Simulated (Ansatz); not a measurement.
# Ti5Al2C3: the cost of one run

Computed with Ansatz 0.2.0 (DFT PBEsol, scalar-relativistic, plane waves, PAW, unless a step's input says otherwise).

1 further run of the same task is left out (set aside as unsound or not needed). Runs told in other sessions of the task aren't counted.

**1. The starting structure**

The structure is trigonal, space group R-3m (No. 166). Conventional cell: a = 3.046 Å, b = 3.046 Å, c = 48.217 Å, α = 90.00°, β = 90.00°, γ = 120.00°. Ti (site symmetry -3m) has 6 C at 2.18 Å in its first shell of neighbours. Around Ti (site symmetry 3m) lie 3 C at 2.06 Å. Ti (site symmetry 3m) is surrounded by 3 C at 2.09 Å. Around Al (site symmetry 3m) lie 6 Ti at 2.87 to 2.88 Å and 6 Al at 3.05 Å. C (site symmetry 3m) is surrounded by 6 Ti at 2.06 to 2.18 Å. C (site symmetry -3m) is surrounded by 6 Ti at 2.09 Å.

Coordinates:

```cif
data_structure
_symmetry_space_group_name_H-M 'P 1'
_symmetry_Int_Tables_number 1
_cell_length_a 3.0456
_cell_length_b 3.0456
_cell_length_c 16.1683
_cell_angle_alpha 95.404
_cell_angle_beta 95.404
_cell_angle_gamma 60.000
_cell_volume 129.11
loop_
_atom_site_label
_atom_site_type_symbol
_atom_site_fract_x
_atom_site_fract_y
_atom_site_fract_z
_atom_site_occupancy
Ti1 Ti 0.50000 0.50000 0.50000 1
Ti2 Ti 0.78462 0.78462 0.35387 1
Ti3 Ti 0.69021 0.69021 0.07064 1
Ti4 Ti 0.30979 0.30979 0.92936 1
Ti5 Ti 0.21538 0.21538 0.64613 1
Al1 Al 0.59609 0.59609 0.78826 1
Al2 Al 0.40391 0.40391 0.21174 1
C1 C 0.85989 0.85989 0.57968 1
C2 C 0.14011 0.14011 0.42032 1
C3 C 0.00000 0.00000 0.00000 1
```

It goes back to an entry of the Materials Project, which need not be the stable form.

This cell was relaxed beforehand with the same method: volume 12.91 Å³/atom, gap on the mesh none (metal).

**2. The reference cell**

Reference values: F = -14166.7352 eV; pressure -0.02 GPa; largest force 0.022 eV/Å; gap on the mesh none (metal). It was computed beforehand with the settings of the runs below.

**3. Setting up sliding across a plane**

The cut lies on the cell's a–b face, a (0 0 1) plane of area 8.03 Å², between layers 2.29 Å apart (Al below, Ti above); the cell is 16.1 Å thick. Vector c is tilted by f times 1·a + 0·b (length 3.046 Å) with the atoms' Cartesian places fixed: one unrelaxed fault per cell.

**4. At f = 0.200**

Input file input.yaml:

```yaml
crystal:
  lattice:
    - [-3.0455886532, 0.0, 0.0]
    - [-1.5227943266, -2.6375571432, 0.0]
    - [0.913676596, 0.8791857144, 16.0723967276]
  atoms:
    - { symbol: Ti, position: [0.45656, 0.5, 0.2172] }
    - { symbol: Ti, position: [0.770409742, 0.7846243549, 0.0710730648] }
    - { symbol: Ti, position: [0.532645866, 0.690214665, 0.7878439949] }
    - { symbol: Ti, position: [0.180474134, 0.309785335, 0.6465560051] }
    - { symbol: Ti, position: [0.142710258, 0.2153756451, 0.3633269352] }
    - { symbol: Al, position: [0.4949950988, 0.596087747, 0.5054632411] }
    - { symbol: Al, position: [0.2181249012, 0.403912253, 0.9289367589] }
    - { symbol: C, position: [0.8005168615, 0.8598921538, 0.2968764613] }
    - { symbol: C, position: [0.1126031385, 0.1401078462, 0.1375235387] }
    - { symbol: C, position: [-0.14344, 0.0, 0.7172] }
basis:
  ecutwfc: 420
kpoints:
  mp_grid: { grid: [15, 15, 3] }
hamiltonian:
  xc: pbesol
scf:
  occupations: { method: gaussian, width: 0.15 }
output:
  forces: true
  stress: true
  eigenvalues: true
```

Run with:

```
$ ansatz run input.yaml --threads 2 --pin off --max-ram 5120MiB --backend cpu --events-out ev --progress --plain --runs-dir out
```

What time and memory should one allow on 2 threads of Arm Neoverse V2, shared host?

About 89 s, with a peak of 1.5 GiB.
